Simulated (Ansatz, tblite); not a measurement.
**C16H14: one state, many levels**

An exercise on one series of results from a longer session: the logs are not shown, and one member is left open.

Computed with Ansatz 0.2.0, Gaussian basis. Level: as each input shows.

Levels to be run: GFN1-xTB, GFN2-xTB, PBE-D4/def2-TZVP, r2SCAN-D4/def2-TZVP, PBE-QIDH/def2-TZVP, BLYP-D4/def2-TZVP, HF/def2-TZVP, LC-ωPBE(0.10)/def2-SVP, LC-ωPBE(0.15)/def2-SVP, LC-ωPBE(0.20)/def2-SVP, LC-ωPBE(0.30)/def2-SVP, PBE-D4/def2-SVP, PBE0-D4/def2-SVP, HF/STO-3G, CCSD(T)/def2-SVP, MP2/def2-TZVP, RPA/def2-TZVP.

## The relaxed structure

The singlet was relaxed beforehand with PBE-D4/def2-SVP.

SMILES `[H]/C=C/c1ccc(/C=C/c2ccccc2)cc1`, 30 atoms, charge 0, spin multiplicity 1.

Bond lengths: H1–C2 1.100 Å, C2–C3 1.352 Å, C2–H18 1.102 Å, C3–C4 1.467 Å, C3–H19 1.105 Å, C4–C5 1.417 Å, C4–C17 1.416 Å, C5–C6 1.394 Å, C5–H20 1.102 Å, C6–C7 1.417 Å, C6–H21 1.100 Å, C7–C8 1.460 Å, C7–C16 1.419 Å, C8–C9 1.362 Å, C8–H22 1.104 Å, C9–C10 1.462 Å, C9–H23 1.104 Å, C10–C11 1.417 Å and more. Angles: H1–C2–C3 120.8°, H1–C2–H18 116.6°, C3–C2–H18 122.6°, C2–C3–C4 127.5°, C2–C3–H19 118.0°, C4–C3–H19 114.5°, C3–C4–C5 119.3°, C3–C4–C17 123.4°, C5–C4–C17 117.3°, C4–C5–C6 121.8°, C4–C5–H20 118.8°, C6–C5–H20 119.5°, C5–C6–C7 121.0°, C5–C6–H21 119.1°, C7–C6–H21 119.9°, C6–C7–C8 123.7°, C6–C7–C16 117.1°, C8–C7–C16 119.1° and more.

PBE0-D4/def2-TZVP was run before; its log isn't repeated, and its numbers join the tables.

The first run:

Tight binding, by tblite at 300 K electronic temperature and without a spin-polarisation term:

```python
tblite.interface.Calculator('GFN1-xTB', numbers, positions, charge=0, uhf=0).singlepoint()
```

Tight binding, by tblite at 300 K electronic temperature and without a spin-polarisation term:

```python
tblite.interface.Calculator('GFN2-xTB', numbers, positions, charge=0, uhf=0).singlepoint()
```

start.molden holds the orbitals of an earlier run on this state, given as this run's starting guess.

in.yaml reads:

```yaml
crystal:
  periodic: [false, false, false]
  atoms:
    - {symbol: H, position_ang: [7.216208, -0.309103, 1.032925]}
    - {symbol: C, position_ang: [6.144999, -0.559137, 1.043523]}
    - {symbol: C, position_ang: [5.238662, 0.252735, 0.454474]}
    - {symbol: C, position_ang: [3.784812, 0.066474, 0.383241]}
    - {symbol: C, position_ang: [2.991752, 1.039395, -0.274757]}
    - {symbol: C, position_ang: [1.606480, 0.914862, -0.370685]}
    - {symbol: C, position_ang: [0.932605, -0.198037, 0.191102]}
    - {symbol: C, position_ang: [-0.513709, -0.385175, 0.130111]}
    - {symbol: C, position_ang: [-1.426028, 0.459655, -0.426121]}
    - {symbol: C, position_ang: [-2.875713, 0.276984, -0.484068]}
    - {symbol: C, position_ang: [-3.671392, 1.291957, -1.071172]}
    - {symbol: C, position_ang: [-5.064577, 1.173558, -1.147304]}
    - {symbol: C, position_ang: [-5.702428, 0.031773, -0.638437]}
    - {symbol: C, position_ang: [-4.929847, -0.988785, -0.055059]}
    - {symbol: C, position_ang: [-3.539222, -0.869947, 0.021573]}
    - {symbol: C, position_ang: [1.728645, -1.172938, 0.847388]}
    - {symbol: C, position_ang: [3.113401, -1.047203, 0.942621]}
    - {symbol: H, position_ang: [5.860505, -1.492396, 1.556644]}
    - {symbol: H, position_ang: [5.607646, 1.170857, -0.037857]}
    - {symbol: H, position_ang: [3.489200, 1.915215, -0.721058]}
    - {symbol: H, position_ang: [1.034681, 1.695705, -0.893607]}
    - {symbol: H, position_ang: [-0.875039, -1.316555, 0.598869]}
    - {symbol: H, position_ang: [-1.065024, 1.395965, -0.885391]}
    - {symbol: H, position_ang: [-3.175260, 2.190432, -1.471437]}
    - {symbol: H, position_ang: [-5.657433, 1.978674, -1.607628]}
    - {symbol: H, position_ang: [-6.797009, -0.065818, -0.695920]}
    - {symbol: H, position_ang: [-5.421535, -1.888954, 0.344678]}
    - {symbol: H, position_ang: [-2.955273, -1.681988, 0.479669]}
    - {symbol: H, position_ang: [1.231448, -2.049561, 1.292333]}
    - {symbol: H, position_ang: [3.688437, -1.828655, 1.461370]}
basis:
  gaussian: {orbitals: def2-TZVP, fitting: {mean_field: def2-universal-jkfit}, initial_orbitals: start.molden}
hamiltonian: {xc: pbe, dispersion: d4}
scf: {omitted_lower_state_checks: [starts]}
output: {orbitals: {seedname: orbitals}}
```

The run is started by

```bash
$ ansatz run in.yaml --threads 2 --pin off --events-out ev --progress --plain --max-ram 32768MiB --backend cuda --devices 0, --max-vram 18GiB
```

Among the steps run: PBE-D4/def2-TZVP; r2SCAN-D4/def2-TZVP; PBE-QIDH/def2-TZVP; BLYP-D4/def2-TZVP; HF/def2-TZVP; LC-ωPBE(0.10)/def2-SVP; LC-ωPBE(0.15)/def2-SVP; LC-ωPBE(0.20)/def2-SVP; LC-ωPBE(0.30)/def2-SVP; PBE-D4/def2-SVP; PBE0-D4/def2-SVP; HF/STO-3G; CCSD(T)/def2-SVP; MP2/def2-TZVP; RPA/def2-TZVP.

One table of the session follows, with a row left open; its other results are not shown here.

It belongs to the step «Binding energy». 

| method | binding an atom (eV) |
| --- | --- |
| HF/STO-3G | 4.370 |
| HF/def2-SVP | 3.856 |
| HF/def2-TZVP | 3.755 |
| PBE-D4/def2-SVP | 5.350 |
| PBE-D4/def2-TZVP | 5.275 |
| BLYP-D4/def2-TZVP | 5.096 |
| r2SCAN-D4/def2-TZVP | 5.116 |
| PBE0-D4/def2-SVP | ? |
| PBE0-D4/def2-TZVP | 5.167 |
| MP2/def2-SVP | 5.021 |
| MP2/def2-TZVP | 5.054 |
| CCSD/def2-SVP | 4.830 |
| CCSD(T)/def2-SVP | 4.908 |

**Question.** Estimate the row for PBE0-D4/def2-SVP.

As computed: binding an atom (eV): 5.246. In the column «binding an atom (eV)» it lies between PBE0-D4/def2-TZVP (5.167) and PBE-D4/def2-TZVP (5.275).

Caveats from the session: Free atoms were run apart at each level; binding is atoms less cluster, divided by the number of atoms, without zero-point or spin-orbit terms.
